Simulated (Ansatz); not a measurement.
# Ge2H7N, SMILES [GeH3][NH][GeH3]: an atomisation energy

With Ansatz 0.2.0 through its Python package.

Notebook, run cell by cell (the value of a cell's last expression is shown):

**Cell 1**
```python
from collections import Counter

import ansatz as az
```

**Cell 2**
```python
def total_energy(molecule, charge=0, unpaired=0):
    calc = (
        molecule.calculation()
        .basis(gaussian="cc-pVDZ")
        .correlation("ccsd_t")
    )
    if charge:
        calc = calc.charge(charge)
    if unpaired:
        calc = calc.spin("collinear", total=unpaired)
    report = calc.run().report
    if report["published_state_doubts"]:
        print("  doubts:", report["published_state_doubts"])
    return report["free_energy_ev"]
```

**Cell 3**
```python
GEOMETRY = """
Ge   -1.00880    0.75860   -0.70070
N     0.72990    0.28450   -0.64990
Ge    0.92480   -0.69870    0.90290
H    -1.88900   -0.44360   -0.68750
H    -1.31620    1.58620   -2.03790
H    -1.38120    1.72070    0.50520
H     0.91200   -0.36950   -1.44090
H     0.03940   -1.90310    0.89770
H     0.64750    0.21090    2.18580
H     2.42470   -1.19730    1.02830
"""
```

**Cell 4**
```python
mol = az.Crystal.molecule()
for line in GEOMETRY.strip().splitlines():
    symbol, *xyz = line.split()
    mol = mol.atom(symbol, [float(v) for v in xyz])
```

**Cell 5**
```python
# unpaired electrons of the ground-state atoms
unpaired = {"Ge": 2, "N": 3, "H": 1}
counts = Counter(site.symbol for site in mol.cartesian_sites)
atom_energy = {s: total_energy(az.Crystal.molecule().atom(s, (0, 0, 0)), 0, unpaired[s]) for s in counts}
whole = total_energy(mol, 0, 0)
for s, e in atom_energy.items():
    print(f"{s:2s} x{counts[s]}  {e:14.5f} eV")
print(f"Ge2H7N: {whole:.5f} eV")
split = sum(counts[s] * e for s, e in atom_energy.items()) - whole
print(f"atomisation energy (no zero-point term): {split:.3f} eV, {split / sum(counts.values()):.3f} eV an atom")
```
Output:
```text
Ge x2    -56473.54335 eV
N  x1     -1482.43554 eV
H  x7       -13.58606 eV
Ge2H7N: -114550.64389 eV
atomisation energy (no zero-point term): 26.019 eV, 2.602 eV an atom
```

26.019 eV from the electronic energies, without the zero-point term.

Reading the output:
- Total energies depend on the basis set; only differences at equal settings carry meaning.
- The geometry is a force-field or estimated start, not a minimum of this method, and the basis set is short of its limit. All parts are taken at fixed geometry, without zero-point energy.
- In double-zeta sets correlated atomisation energies come out some 10 to 15 % low.
- Timing: 17 s on 1 thread of Arm Neoverse V2, with other jobs on the host, peak memory 0.5 GiB.
